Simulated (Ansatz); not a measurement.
# CdBrCl: small, medium and large basis sets

The task here is to estimate one member of a computed series from the others.

Method: one geometry, several basis sets; program: Ansatz 0.2.0, Gaussian basis.

The runs, in order: PBE0-D4/def2-SVP; ωB97M-V/def2-SVP; PBE0-D4/def2-QZVPP; ωB97M-V/def2-QZVPP; the functionals' def2-TZVPP values are taken from earlier runs.

## Structure used throughout

The geometry comes from an earlier relaxation with PBE0-D4 in a triple-zeta def2 set; it is a stationary point. Cd takes the def2 core potential; no spin-orbit term is included.

SMILES `[Cl][Cd][Br]`, 3 atoms, charge 0, spin multiplicity 1.

Atoms are counted from 1 here; the program's logs count them from 0.

Bond lengths: Cl1–Cd2 2.269 Å, Cd2–Br3 2.396 Å. Angles: Cl1–Cd2–Br3 180.0°.

The first run:

in.yaml

```yaml
crystal:
  periodic: [false, false, false]
  atoms:
    - {symbol: Cl, position_ang: [0.477955, 2.184223, 0.491716]}
    - {symbol: Cd, position_ang: [0.004994, 0.018768, 0.004596]}
    - {symbol: Br, position_ang: [-0.493948, -2.267790, -0.509512]}
basis:
  gaussian: {orbitals: def2-SVP}
hamiltonian: {xc: pbe0, dispersion: d4}
output: {orbitals: {seedname: orbitals}}
```

Started as:

```console
> ansatz run in.yaml --threads 2 --pin off --events-out ev --progress --plain --max-ram 32768MiB --backend cpu
```

Steps of the session up to this table: PBE0-D4 in def2-SVP; ωB97M-V in def2-SVP; PBE0-D4 in def2-QZVPP; ωB97M-V in def2-QZVPP.

One of the session's tables, all rows but one given; the rest of the session is left out.

It belongs to the step «Density functionals: the series». 

| functional | basis | HOMO (eV) | LUMO (eV) |
| --- | --- | --- | --- |
| PBE0-D4 | def2-SVP | ? | ? |
| PBE0-D4 | def2-TZVPP | -8.54 | -2.24 |
| PBE0-D4 | def2-QZVPP | -8.56 | -2.26 |
| ωB97M-V | def2-SVP | -10.54 | -0.22 |
| ωB97M-V | def2-TZVPP | -10.74 | -0.40 |
| ωB97M-V | def2-QZVPP | -10.77 | -0.53 |

Q: Estimate the row for PBE0-D4, def2-SVP from the others.

**Answer.** HOMO (eV): -8.38; LUMO (eV): -2.12. In the column «HOMO (eV)» it is the highest.
